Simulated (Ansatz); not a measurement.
# C2H6GeO2S: the cost of one run

All numbers below are computed with Ansatz 0.2.0 (RKS PBE0-D4/def2-SVP).

**1. The starting structure**

Bond lengths: O1–C2 1.264 Å, C2–C3 1.504 Å, C3–S4 1.810 Å, C2–Ge5 1.931 Å, Ge5–O6 1.816 Å, C3–H7 1.051 Å, C3–H8 1.140 Å, S4–H9 1.450 Å, Ge5–H10 1.538 Å, Ge5–H11 1.511 Å, O6–H12 0.964 Å. Angles (14 of 17 angles, heavy atoms first): O1–C2–C3 119.5°, O1–C2–Ge5 121.0°, C3–C2–Ge5 119.5°, C2–C3–S4 108.1°, C2–Ge5–O6 108.7°, C2–C3–H7 111.7°, C2–C3–H8 105.8°, S4–C3–H7 113.2°, S4–C3–H8 107.2°, C3–S4–H9 93.3°, C2–Ge5–H10 108.9°, C2–Ge5–H11 109.6°, O6–Ge5–H10 108.7°, O6–Ge5–H11 109.4°.

Structure file:

```xyz
12

O     1.9697   -0.0559    0.6039
C     0.8032   -0.3024    0.1850
C     0.0541   -1.4850    0.7347
S    -0.2294   -1.1988    2.4993
Ge   -0.0014    0.7684   -1.2059
O    -0.1774    2.4717   -0.6017
H    -0.8308   -1.6670    0.1982
H     0.7668   -2.3706    0.6476
H    -1.1810   -0.1318    2.2589
H    -1.3991    0.2094   -1.5210
H     0.8860    0.7597   -2.4292
H    -0.5837    2.9469   -1.3358
```

**2. End point A**

Input file input.yaml:

```yaml
crystal:
  periodic: [false, false, false]
  atoms:
    - { symbol: O, position_ang: [1.9697, -0.0559, 0.6039] }
    - { symbol: C, position_ang: [0.8032, -0.3024, 0.185] }
    - { symbol: C, position_ang: [0.0541, -1.485, 0.7347] }
    - { symbol: S, position_ang: [-0.2294, -1.1988, 2.4993] }
    - { symbol: Ge, position_ang: [-0.0014, 0.7684, -1.2059] }
    - { symbol: O, position_ang: [-0.1774, 2.4717, -0.6017] }
    - { symbol: H, position_ang: [-0.8308, -1.667, 0.1982] }
    - { symbol: H, position_ang: [0.7668, -2.3706, 0.6476] }
    - { symbol: H, position_ang: [-1.181, -0.1318, 2.2589] }
    - { symbol: H, position_ang: [-1.3991, 0.2094, -1.521] }
    - { symbol: H, position_ang: [0.886, 0.7597, -2.4292] }
    - { symbol: H, position_ang: [-0.5837, 2.9469, -1.3358] }
basis:
  gaussian: { orbitals: def2-SVP }
hamiltonian:
  xc: pbe0
  dispersion: d4
relax:
  f_tol: 0.015
  max_steps: 40
```

On the command line:

```
$ ansatz run input.yaml --threads 2 --pin off --max-ram 3072MiB --backend cpu --events-out ev --progress --plain --runs-dir out
```

**Question.** How long does this run take on 2 threads of Arm Neoverse V1, shared host, and how much memory does it need?

About 3.3 min, with a peak of 0.38 GiB.
